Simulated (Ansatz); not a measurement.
# BCl₃H₃P: basis-set convergence

An exercise on one series of results from a longer session: the logs are not shown, and one member is left open.

Program: Ansatz 0.2.0, Gaussian basis. Level of theory: one geometry, several basis sets. These are calculated values, not measurements.

Plan: PBE0-D4/def2-SVP; ωB97M-V/def2-SVP; PBE0-D4/def2-QZVPP; ωB97M-V/def2-QZVPP; the functionals' def2-TZVPP values are taken from earlier runs.

**Structure used throughout**

An earlier PBE0-D4 in a triple-zeta def2 set relaxation fixed the geometry.

SMILES `[PH3+][B-](Cl)(Cl)Cl`, 8 atoms, charge 0, spin multiplicity 1.

Atoms are counted from 1 here; the program's logs count them from 0.

Bond lengths: P1–B2 1.991 Å, P1–H6 1.405 Å, P1–H7 1.405 Å, P1–H8 1.405 Å, B2–Cl3 1.823 Å, B2–Cl4 1.823 Å, B2–Cl5 1.823 Å. Angles: B2–P1–H6 115.4°, B2–P1–H7 115.4°, B2–P1–H8 115.4°, H6–P1–H7 103.0°, H6–P1–H8 103.0°, H7–P1–H8 103.0°, P1–B2–Cl3 104.2°, P1–B2–Cl4 104.2°, P1–B2–Cl5 104.1°, Cl3–B2–Cl4 114.2°, Cl3–B2–Cl5 114.2°, Cl4–B2–Cl5 114.2°.

Geometry (Å):

```
P    -0.5287   -0.2620    0.7146
B     0.6197    0.2791   -0.8187
Cl    2.3075    0.2915   -0.1297
Cl    0.3320   -1.0149   -2.0704
Cl   -0.0096    1.9254   -1.2863
H    -0.4846    0.5912    1.8297
H    -0.2407   -1.5205    1.2686
H    -1.9031   -0.3468    0.4363
```

The first run:

File in.yaml:

```yaml
crystal:
  periodic: [false, false, false]
  atoms:
    - {symbol: P, position_ang: [-0.528712, -0.262046, 0.714583]}
    - {symbol: B, position_ang: [0.619655, 0.279090, -0.818732]}
    - {symbol: Cl, position_ang: [2.307533, 0.291533, -0.129659]}
    - {symbol: Cl, position_ang: [0.331950, -1.014906, -2.070408]}
    - {symbol: Cl, position_ang: [-0.009649, 1.925360, -1.286338]}
    - {symbol: H, position_ang: [-0.484565, 0.591229, 1.829720]}
    - {symbol: H, position_ang: [-0.240715, -1.520519, 1.268622]}
    - {symbol: H, position_ang: [-1.903098, -0.346843, 0.436311]}
basis:
  gaussian: {orbitals: def2-SVP}
hamiltonian: {xc: pbe0, dispersion: d4}
output: {orbitals: {seedname: orbitals}}
```

Started as:

```
$ ansatz run in.yaml --threads 4 --pin off --events-out ev --progress --plain --max-ram 10444MiB
```

Steps of the session up to this table: PBE0-D4 in def2-SVP; ωB97M-V in def2-SVP; PBE0-D4 in def2-QZVPP; ωB97M-V in def2-QZVPP.

One table of the session follows, with a row left open; its other results are not shown here.

| functional | basis | HOMO (eV) | LUMO (eV) |
| --- | --- | --- | --- |
| PBE0-D4 | def2-SVP | -7.90 | -0.01 |
| PBE0-D4 | def2-TZVPP | -8.17 | -0.34 |
| PBE0-D4 | def2-QZVPP | -8.23 | -0.42 |
| ωB97M-V | def2-SVP | ? | ? |
| ωB97M-V | def2-TZVPP | -10.42 | 1.60 |
| ωB97M-V | def2-QZVPP | -10.48 | 0.98 |

Q: Estimate the row for ωB97M-V, def2-SVP from the others.

As computed: HOMO (eV): -10.09; LUMO (eV): 1.98. In the column «HOMO (eV)» it lies between ωB97M-V, def2-TZVPP (-10.42) and PBE0-D4, def2-QZVPP (-8.23).
